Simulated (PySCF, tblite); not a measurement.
# C₈H₁₂Si: geometry, infrared bands and NMR shifts

Aim: predict the infrared bands and NMR shifts of C₈H₁₂Si (`C=C=C(C#C[SiH2]C)CC`).

Programs: tblite 0.8.0 and PySCF 2.14.0, with density-fitted response routines of our own. Each step states its level of theory. These are calculated values for one molecule in the gas phase, unless marked as measured. Atoms are numbered from 0 throughout.

**1. Starting geometry**

21 atoms, charge 0, multiplicity 1; geometry from: force field or distance geometry start.

Bonds of the start (Å): C0–C1 1.29, C1–C2 1.32, C2–C3 1.41, C3–C4 1.21, C4–Si5 1.86, Si5–C6 1.86, C2–C7 1.50, C7–C8 1.52, C0–H9 1.07, C0–H10 1.09, Si5–H11 1.49, Si5–H12 1.50, C6–H13 1.10, C6–H14 1.09, C6–H15 1.10, C7–H16 1.10, C7–H17 1.10, C8–H18 1.10, C8–H19 1.09, C8–H20 1.09.

**2. Relaxing the molecule with GFN2-xTB**

The job: settings as JSON, then the geometry in Å.

```
{"job": {"kind": "relax", "xc": "GFN2-xTB", "basis": "xTB"}, "charge": 0, "multiplicity": 1}
C     -1.644400     2.429300    -1.730900
C     -1.450700     1.240400    -1.278600
C     -1.232800     0.030600    -0.802700
C      0.088100    -0.253300    -0.398800
C      1.207000    -0.516100    -0.029200
Si     2.949200    -0.890200     0.507900
C      4.053400     0.598300     0.397400
C     -2.309200    -1.011400    -0.703700
C     -3.001100    -1.004400     0.649700
H     -1.229100     2.738100    -2.672700
H     -2.243100     3.145600    -1.167800
H      3.513200    -1.980100    -0.328800
H      2.936200    -1.384500     1.920600
H      5.074100     0.354600     0.722900
H      4.106600     0.978800    -0.623300
H      3.681000     1.409000     1.046600
H     -1.882400    -2.005900    -0.879700
H     -3.065200    -0.867200    -1.495200
H     -3.485400    -0.031700     0.845900
H     -3.775300    -1.772600     0.691800
H     -2.299000    -1.190200     1.463100
```

Command:

```
> OMP_NUM_THREADS=1 python probes_run.py task.json out
```

This one command runs all jobs of the session in turn.

**Question.** This job is followed by: GFN2-xTB harmonic vibrations, gas phase; GIAO PBE0/pcSseg-1 NMR shielding, non-relativistic, gas phase. Predict these results of the whole session: strongest single infrared mode (GFN2-xTB); zero-point energy (GFN2-xTB); ¹³C shifts against TMS (PBE0/pcSseg-1); ¹H shifts against TMS (PBE0/pcSseg-1, means over atoms taken as alike); ²⁹Si shifts against TMS (PBE0/pcSseg-1).

The runs gave:

| quantity | value |
| --- | --- |
| strongest single infrared mode (GFN2-xTB) | 2187 cm⁻¹, 493 km/mol |
| zero-point energy (GFN2-xTB) | 102.6 kcal/mol |
| ¹³C shifts against TMS (PBE0/pcSseg-1) | 229.5, 109.3, 101.4, 96.4, 79.6, 33.6, 16.7, -4.8 ppm |
| ¹H shifts against TMS (PBE0/pcSseg-1, means over atoms taken as alike) | 5.17, 4.59, 2.18, 1.25, 0.29 ppm |
| ²⁹Si shifts against TMS (PBE0/pcSseg-1) | -70.0 ppm |

The optimisation took 121 steps and gained 0.231 eV; among the close pairs (by a distance rule), Si5–C6 changed most, from 1.857 to 1.897 Å. All 57 modes are real, so the xTB geometry is a minimum. The strongest single mode, at 2187 cm⁻¹, moves mainly H12 and H11. GFN2-xTB is a fitted tight-binding method: band positions and strengths are rough. Its intensities can rank the bands wrongly. C1 (central carbon of an allene) lies farthest downfield among carbon, at 229.5 ppm; the central sp carbon of an allene is among the most deshielded carbons of hydrocarbons. The most deshielded hydrogen is H9, H10 (mean) (hydrogen on a terminal carbon of a cumulated C=C=C unit), at 5.17 ppm: a vinylic proton, deshielded by the sp2 carbon and the C=C anisotropy. At PBE0/pcSseg-1: The largest span, 295 ppm, is at C3, where the paramagnetic term is -185 ppm.
